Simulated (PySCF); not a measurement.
# B3N3H6: reorganisation energies

Aim: compute the reorganisation energies of B3N3H6 (`B1NBNBN1`).

Computed with PySCF 2.14.0 and routines of our own; the level stands in each step. Atoms count from 0.

## 1. The starting structure

12 atoms, charge 0, multiplicity 1; geometry from: GFN2-xTB.

## 2. Relaxing the molecule at B3LYP/6-31G*

What the job is given:

```
{"job": {"xc": "B3LYP", "basis": "6-31G*", "grid": 1, "kind": "geom"}, "charge": 0, "multiplicity": 1}
B      0.957644    -1.070589    -0.082574
N      1.346206     0.246778     0.265841
B      0.431057     1.324931     0.355540
N     -0.927962     1.037544     0.075545
B     -1.388597    -0.254807    -0.278665
N     -0.417825    -1.284650    -0.347090
H      1.739307    -1.945335    -0.149618
H      2.319901     0.426404     0.457849
H      0.783234     2.407835     0.647453
H     -1.598671     1.788390     0.131352
H     -2.522820    -0.463412    -0.505281
H     -0.720276    -2.213775    -0.596379
```

On the command line:

```bash
$ OMP_NUM_THREADS=1 python excited_run.py task.json out
```

This one command runs all jobs of the session in turn.

Output:

```text
step   0  E = -242.66432098  max force = 0.010588
step   1  E = -242.66600647  max force = 0.001672
step   2  E = -242.66598770  max force = 0.001848
step   3  E = -242.66601340  max force = 0.000672
step   4  E = -242.66601700  max force = 0.000019
optimisation converged
```

It took 13 s on 1 thread of Arm Neoverse V1, shared host; peak memory 0.5 GiB.

Along the way:

```
step  energy from step 0 (eV)  largest force component (eV/Å)
   0                   0.0000                          0.5445
   1                  -0.0459                          0.0860
   2                  -0.0454                          0.0950
   3                  -0.0461                          0.0346
   4                  -0.0462                          0.0010
```

Close pairs (by a distance rule), those that changed most:

```
  bond  before (Å)  after (Å)  change (Å)
 B0–H6       1.175      1.197      +0.022
B4–H10       1.175      1.197      +0.022
 B2–H8       1.176      1.197      +0.021
 B2–N3       1.417      1.432      +0.015
 N1–B2       1.417      1.432      +0.015
 B0–N5       1.417      1.431      +0.015
 B4–N5       1.417      1.431      +0.014
 B0–N1       1.417      1.431      +0.014
```

The next job starts from the end point, and lists it.

```
                         at the end point                value
  point group (found at 0.08 Å tolerance)                  D3h
rotational constants (GHz, main isotopes)  5.263, 5.260, 2.631
                        dipole moment (D)                 0.01
```

## 3. Relaxation after adding or removing an electron (B3N3H6+ (doublet)): UKS B3LYP/6-31G*

What the job is given:

```
{"job": {"kind": "ionopt", "ions": [1], "xc": "B3LYP", "basis": "6-31G*", "grid": 1}, "charge": 1, "multiplicity": 2}
B      1.083534    -1.225409    -0.065404
N      1.477157     0.105185     0.286278
B      0.549358     1.192196     0.370506
N     -0.823885     0.903162     0.087308
B     -1.284387    -0.404324    -0.269584
N     -0.304867    -1.446030    -0.335325
H      1.881116    -2.115393    -0.131404
H      2.453016     0.285811     0.480533
H      0.906700     2.295940     0.664794
H     -1.497294     1.655779     0.139897
H     -2.438751    -0.617397    -0.503272
H     -0.606395    -2.378047    -0.586619
```

Level: UKS B3LYP/6-31G* geometry optimisation of the ion from the geometry of its parent, gas phase.

Output:

```text
step       E/Eh        max force   <S^2>
  0    -242.30382612   0.061349   0.7631
  1    -242.30510603   0.030334   0.7604
  2    -242.31117447   0.012733   0.7605
  3    -242.30946885   0.022039   0.7605
  4    -242.31276664   0.006405   0.7604
  5    -242.31304955   0.001585   0.7604
  6    -242.31306420   0.002222   0.7604
  7    -242.31310870   0.000366   0.7604
  8    -242.31311497   0.000256   0.7604
optimisation converged
```

Run time: 54 s. Hardware: 1 thread of Arm Neoverse V1, shared host; peak memory 0.48 GiB.

In short:

```
             quantity    value
geometry moved (RMSD)  0.080 Å
                 ⟨S²⟩    0.760
```

Bonds of the start that changed most:

```
 bond  start (Å)  end (Å)
N1–B2      1.432    1.506
B0–N1      1.431    1.502
B4–N5      1.431    1.462
B2–N3      1.432    1.401
N5–B0      1.431    1.403
N3–B4      1.431    1.458
```

Mulliken spin populations:

```
atom  value (e)
  B0      -0.08
  N1       0.79
  B2      -0.07
  N3       0.14
  B4       0.07
  N5       0.17
  H6       0.00
  H7      -0.03
  H8       0.00
  H9      -0.01
 H10       0.00
 H11      -0.01
```

## 4. Reorganisation energies: UKS B3LYP/6-31G*

The job, as its differences from that of step 3:

```diff
@@ -1,2 +1,2 @@
-{"job": {"kind": "ionopt", "ions": [1], "xc": "B3LYP", "basis": "6-31G*", "grid": 1}, "charge": 1, "multiplicity": 2}
+{"job": {"kind": "reorg", "ions": [1, -1], "xc": "B3LYP", "basis": "6-31G*", "grid": 1}, "charge": 0, "multiplicity": 1}
 B      1.083534    -1.225409    -0.065404
```

Method: UKS B3LYP/6-31G* four-point reorganisation energy, gas phase.

Output:

```text
final grid: 45736 points
cycle   1  E = -242.5825307853  dE =  7.041e-01  |g| = 5.981e-01  |ddm| = 3.323e+00
cycle   2  E = -242.5060472050  dE =  7.648e-02  |g| = 8.437e-01  |ddm| = 1.127e+00
cycle   3  E = -242.6652710739  dE = -1.592e-01  |g| = 5.377e-02  |ddm| = 6.919e-01
cycle   4  E = -242.6659340287  dE = -6.630e-04  |g| = 1.765e-02  |ddm| = 5.819e-02
cycle   5  E = -242.6660160009  dE = -8.197e-05  |g| = 1.948e-03  |ddm| = 1.852e-02
cycle   6  E = -242.6660169948  dE = -9.939e-07  |g| = 1.368e-04  |ddm| = 2.226e-03
cycle   7  E = -242.6660169998  dE = -5.015e-09  |g| = 4.876e-05  |ddm| = 2.138e-04
cycle   8  E = -242.6660170001  dE = -2.958e-10  |g| = 3.515e-05  |ddm| = 5.872e-05
cycle   9  E = -242.6660170003  dE = -2.773e-10  |g| = 1.082e-06  |ddm| = 2.539e-05
converged SCF energy = -242.6660170003

hole transfer: vertical 9.8524 eV, relaxation of the ion converged
  adiabatic 9.6030 eV, lambda(ion) 0.2495, lambda(parent) 0.3431, total 0.5925 eV

electron transfer: vertical -2.7680 eV, relaxation of the ion skipped
```

Run time: 11 s. Hardware: 1 thread of Arm Neoverse V1, shared host; peak memory 0.48 GiB.

## 5. Relaxation after adding or removing an electron (B3N3H6+ (doublet)): UKS B3LYP/6-31G*

The job, as its differences from that of step 4:

```diff
@@ -1,2 +1,2 @@
-{"job": {"kind": "reorg", "ions": [1, -1], "xc": "B3LYP", "basis": "6-31G*", "grid": 1}, "charge": 0, "multiplicity": 1}
+{"job": {"kind": "ionopt", "ions": [1], "xc": "B3LYP", "basis": "6-31G*", "grid": 1, "rattle": 0.003}, "charge": 1, "multiplicity": 2}
 B      1.083534    -1.225409    -0.065404
```

With the program's defaults for keys left out, this is: UKS B3LYP/6-31G* geometry optimisation of the ion from the geometry of its parent, gas phase.

Output:

```text
step       E/Eh        max force   <S^2>
  0    -242.30420104   0.050089   0.7630
  1    -242.30631865   0.029218   0.7605
  2    -242.31192400   0.008360   0.7606
  3    -242.31086698   0.015634   0.7604
  4    -242.31266513   0.007482   0.7605
  5    -242.31303886   0.000812   0.7605
  6    -242.31304716   0.001312   0.7604
  7    -242.31307122   0.000461   0.7604
  8    -242.31307990   0.000523   0.7605
  9    -242.31309649   0.000548   0.7605
 10    -242.31310989   0.000425   0.7605
optimisation converged
```

Wall time 60 s (1 thread of Arm Neoverse V1, shared host); peak memory 0.48 GiB.

In short:

```
             quantity    value
geometry moved (RMSD)  0.075 Å
                 ⟨S²⟩    0.760
```

Bonds of the start that changed most:

```
 bond  start (Å)  end (Å)
N1–B2      1.432    1.504
B0–N1      1.431    1.503
B2–N3      1.432    1.402
B4–N5      1.431    1.461
N5–B0      1.431    1.402
N3–B4      1.431    1.460
```

## 6. Reorganisation energies: UKS B3LYP/6-31G*

The job, as its differences from that of step 5:

```diff
@@ -1,2 +1,2 @@
-{"job": {"kind": "ionopt", "ions": [1], "xc": "B3LYP", "basis": "6-31G*", "grid": 1, "rattle": 0.003}, "charge": 1, "multiplicity": 2}
+{"job": {"kind": "reorg", "ions": [1], "xc": "B3LYP", "basis": "6-31G*", "grid": 1, "rattle": 0.003}, "charge": 0, "multiplicity": 1}
 B      1.083534    -1.225409    -0.065404
```

With the program's defaults for keys left out, this is: UKS B3LYP/6-31G* four-point reorganisation energy, gas phase.

Output:

```text
final grid: 45736 points
cycle   1  E = -242.5825307853  dE =  7.041e-01  |g| = 5.981e-01  |ddm| = 3.323e+00
cycle   2  E = -242.5060472050  dE =  7.648e-02  |g| = 8.437e-01  |ddm| = 1.127e+00
cycle   3  E = -242.6652710739  dE = -1.592e-01  |g| = 5.377e-02  |ddm| = 6.919e-01
cycle   4  E = -242.6659340287  dE = -6.630e-04  |g| = 1.765e-02  |ddm| = 5.819e-02
cycle   5  E = -242.6660160009  dE = -8.197e-05  |g| = 1.948e-03  |ddm| = 1.852e-02
cycle   6  E = -242.6660169948  dE = -9.939e-07  |g| = 1.368e-04  |ddm| = 2.226e-03
cycle   7  E = -242.6660169998  dE = -5.015e-09  |g| = 4.876e-05  |ddm| = 2.138e-04
cycle   8  E = -242.6660170001  dE = -2.958e-10  |g| = 3.515e-05  |ddm| = 5.872e-05
cycle   9  E = -242.6660170003  dE = -2.773e-10  |g| = 1.082e-06  |ddm| = 2.539e-05
converged SCF energy = -242.6660170003

hole transfer: vertical 9.8524 eV, relaxation of the ion converged
  adiabatic 9.6031 eV, lambda(ion) 0.2493, lambda(parent) 0.3349, total 0.5843 eV
```

Run time: 2.1 s. Hardware: 1 thread of Arm Neoverse V1, shared host; peak memory 0.48 GiB.

## 7. Results

| quantity | value |
| --- | --- |
| point group | D3h |
| rotational constants (main isotopes) | 5.26, 5.26, 2.63 GHz |
| geometry moved (RMSD) (step 3, UKS B3LYP/6-31G*) | 0.080 Å |
| hole reorganisation energy (step 4, UKS B3LYP/6-31G*) | 0.5925 eV |
| geometry moved (RMSD) (step 5, UKS B3LYP/6-31G*) | 0.075 Å |
| hole reorganisation energy (step 6, UKS B3LYP/6-31G*) | 0.5843 eV |

**Reading.** The optimisation took 4 steps and gained 0.046 eV; among the close pairs (by a distance rule), B0–H6 changed most, from 1.175 to 1.197 Å. In step 3 (relaxation after adding or removing an electron), among the bonds N1–B2 changes most, from 1.432 to 1.506 Å. In step 5 (relaxation after adding or removing an electron), among the bonds N1–B2 changes most, from 1.432 to 1.504 Å.
